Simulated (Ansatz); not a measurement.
# H2 (charge +1): harmonic frequencies at the relaxed geometry

Wanted for H2 (charge +1): harmonic frequencies at the relaxed geometry. SMILES: [H][H+].

Computed with Ansatz 0.2.0 through its Python package. Level of theory: MP2/6-31G*.

## 1. Starting point

Bond lengths: H1–H2 0.708 Å.

No structure file is read: the coordinates are typed or built in the script.

## 2. The code

File freq_h2.py:

```python
import itertools

import ansatz as az
from ase.data import atomic_numbers, covalent_radii
import numpy as np

geometry_ang = [
    ("H", [0.354, 0.0, 0.0]),
    ("H", [-0.354, 0.0, 0.0]),
]
geometry = az.Crystal.molecule()
for symbol, xyz in geometry_ang:
    geometry = geometry.atom(symbol, xyz)

base = (
    geometry.calculation()
    .basis(gaussian="6-31G*")
    .correlation("mp2")
    .charge(1)
    .spin("collinear", total=1)
)
symbols = [site.symbol for site in geometry.cartesian_sites]
start = np.array([site.position_ang for site in geometry.cartesian_sites], dtype=float)
data = base.relax(force_tolerance=0.003).run(threads=1).report
end = np.array(data["positions_ang"])

radius = [covalent_radii[atomic_numbers[s]] for s in symbols]
span = lambda where, i, j: np.linalg.norm(where[i] - where[j])
bonded = [(i, j) for i, j in itertools.combinations(range(len(symbols)), 2) if min(span(start, i, j), span(end, i, j)) < 1.2 * (radius[i] + radius[j])]
print("pair        before    after (A)")
for i, j in bonded:
    print(f"{symbols[i]}{i}-{symbols[j]}{j}".ljust(10), f"{span(start, i, j):8.4f} {span(end, i, j):8.4f}")

minimum = az.Crystal.molecule()
for symbol, place in zip(symbols, end):
    minimum = minimum.atom(symbol, place.tolist())
vibrating = (
    minimum.calculation()
    .basis(gaussian="6-31G*")
    .correlation("mp2")
    .charge(1)
    .spin("collinear", total=1)
    .phonons(temperatures=(100, 500, 100))
)
vib = vibrating.run(threads=1).report["vibrations"]
sums = vib["harmonic_sums"]
modes = [m["omega_inv_cm"] for m in sums["modes_at_gamma"] if m["rigid_motion"] == "no"]
for number, w in enumerate(modes, start=1):
    print(f"mode {number:2d} {w:9.1f} 1/cm {w / 8065.544 * 1000:8.2f} meV")
print("imaginary modes:", sum(w < 0 for w in modes), " zero-point energy:", round(sums["zero_point_energy_ev"], 4), "eV")
print("T (K)   F_vib (eV)   S_vib (meV/K)   C_vib (meV/K)")
for row in zip(sums["temperatures_k"], sums["vibrational_free_energy_ev"], vib["entropy_ev_per_k"], vib["heat_capacity_ev_per_k"]):
    print(f"{row[0]:6.1f} {row[1]:11.4f} {1000 * row[2]:13.4f} {1000 * row[3]:15.4f}")
```

## 3. The input behind the calls

The engine receives this input (first run):

```yaml
crystal:
  periodic: [false, false, false]
  atoms:
    - { symbol: H, position_ang: [0.354, 0.0, 0.0] }
    - { symbol: H, position_ang: [-0.354, 0.0, 0.0] }
basis:
  gaussian:
    orbitals: "6-31G*"
magnetization:
  spin_polarized: true
  initial_magnetization: 1.0
total_charge: 1.0
correlation:
  method: mp2
relax:
  f_tol: 0.003
```

## 4. Running it

The run is started by

```
$ python freq_h2.py
```

Q: Predict the main results. Wanted: moves of the relaxation of run 1; energy gained in run 1; last largest force component of run 1; highest frequency; imaginary modes; zero-point energy.

**Answer**, as computed:

| quantity | value |
| --- | --- |
| runs compared | 2 |
| moves of the relaxation of run 1 | 4 |
| energy gained in run 1 | 0.993 eV |
| last largest force component of run 1 | 0.0001 eV/Å |
| highest frequency | 2150 cm⁻¹ |
| imaginary modes | 0 |
| zero-point energy | 0.133 eV |

What this shows: Run 1: The relaxation took 4 moves; the largest shift is 0.166 Å. The one frequency is real, so the geometry is a minimum. The values are harmonic; measured fundamentals also hold anharmonic shifts, mostly downward for stretches. The frequencies are harmonic and unscaled, in a modest basis. The run takes the species as open-shell (spin multiplicity 2), which needn't be its ground state.
